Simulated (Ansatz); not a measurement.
# Ga2HO: the cost of one run

Method: the settings change from run to run; program: Ansatz 0.2.0, Gaussian basis.

18 further runs of the same task are left out: 7 that didn't finish, 11 set aside as unsound or not needed.

### 1 The system

The geometry is a PBE0/def2-TZVP stationary point (not a proven minimum) with its atoms shifted at random (size 0.100 Å). No spin-orbit coupling is included. The filled d shell of Ga may be among the frozen orbitals whatever the setting's name suggests; the logs give the count.

4 atoms, charge 0, spin multiplicity 2.

Atoms are counted from 1 here; the program's logs count them from 0.

Bond lengths: Ga1–Ga2 2.708 Å, Ga2–O3 1.751 Å, O3–H4 0.975 Å. Angles: Ga1–Ga2–O3 173.9°, Ga2–O3–H4 176.8°.

### 2 CCSD/6-31G*

File in.yaml:

```yaml
crystal:
  periodic: [false, false, false]
  atoms:
    - {symbol: Ga, position_ang: [0.064568, 0.023749, -3.144259]}
    - {symbol: Ga, position_ang: [-0.100306, 0.032123, -0.440965]}
    - {symbol: O, position_ang: [-0.023685, -0.000301, 1.307655]}
    - {symbol: H, position_ang: [0.059423, -0.055571, 2.277569]}
basis:
  gaussian: {orbitals: "6-31G*"}
magnetization: {spin_polarized: false, initial_magnetization: 1}
hamiltonian: {xc: {name: PBE}}
correlation: {method: ccsd, electrons: outside_noble_gas}
```

Started as:

```
$ ansatz run in.yaml --threads 1 --pin off --events-out ev --progress --plain --max-ram 2393MiB
```

Q: Estimate wall time and peak memory on 1 thread of AMD EPYC 9R45, shared host.

About 29 s, with a peak of 0.39 GiB.
